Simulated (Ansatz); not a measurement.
**Co (hcp type): a single-point run**

Wanted: a converged single-point run for Co (hcp type), and a check of what comes out. The structure is shown as the input types it.

Method: DFT, LDA, all-electron LAPW, scalar-relativistic, in Ansatz 0.2.0.

**1. The structure to begin with**

It takes space group P6_3/mmc (No. 194, hexagonal). The conventional cell has a = 2.301 Å, b = 2.301 Å, c = 3.709 Å, α = 90.00°, β = 90.00°, γ = 120.00°. Co (site symmetry -6m2) is surrounded by 12 Co at 2.28 to 2.30 Å.

Structure file:

```cif
data_structure
_symmetry_space_group_name_H-M 'P 1'
_symmetry_Int_Tables_number 1
_cell_length_a 2.3008
_cell_length_b 2.3008
_cell_length_c 3.7094
_cell_angle_alpha 90.000
_cell_angle_beta 90.000
_cell_angle_gamma 120.000
_cell_volume 17.01
loop_
_atom_site_label
_atom_site_type_symbol
_atom_site_fract_x
_atom_site_fract_y
_atom_site_fract_z
_atom_site_occupancy
Co1 Co 0.33333 0.66667 0.25000 1
Co2 Co 0.66667 0.33333 0.75000 1
```

**2. The calculation**

File input.yaml:

```yaml
crystal:
  lattice:
    - [2.3008435764, 0.0, 0.0]
    - [-1.1504217882, 1.9925889873, 0.0]
    - [0.0, 0.0, 3.7094059065]
  atoms:
    - { symbol: Co, position: [0.3333333333, 0.6666666667, 0.25], spin: 1.7 }
    - { symbol: Co, position: [0.6666666667, 0.3333333333, 0.75], spin: 1.7 }
magnetization:
  spin_polarized: true
kpoints:
  mp_grid: { grid: [18, 18, 10] }
scf:
  occupations: { method: fermi_dirac, width: 0.1 }
  convergence: { dr2_threshold: 1.0e-14 }
  max_iter: 80
hamiltonian:
  xc: lda
  pseudopotentials: { kind: all_electron, lapw: { basis_error: 0.001 } }
output:
  forces: true
  stress: true
  eigenvalues: true
  populations: true
```

Run with:

```
> ansatz run input.yaml --threads 1 --pin off --max-ram 3072MiB --backend cpu --events-out ev --progress --plain --runs-dir out
```

What happens when this is run?

The run converged and reported no error. It gives a pressure of 57 GPa, which is large; a structure far from rest gives such values too, whatever the setting.

Look at the input: scf.convergence.dr2_threshold is 1.0e-14. What could go wrong: threshold needlessly tight. Once met, so tight a threshold does no harm; it costs cycles.

To check: delete scf.convergence.dr2_threshold (the default then holds).
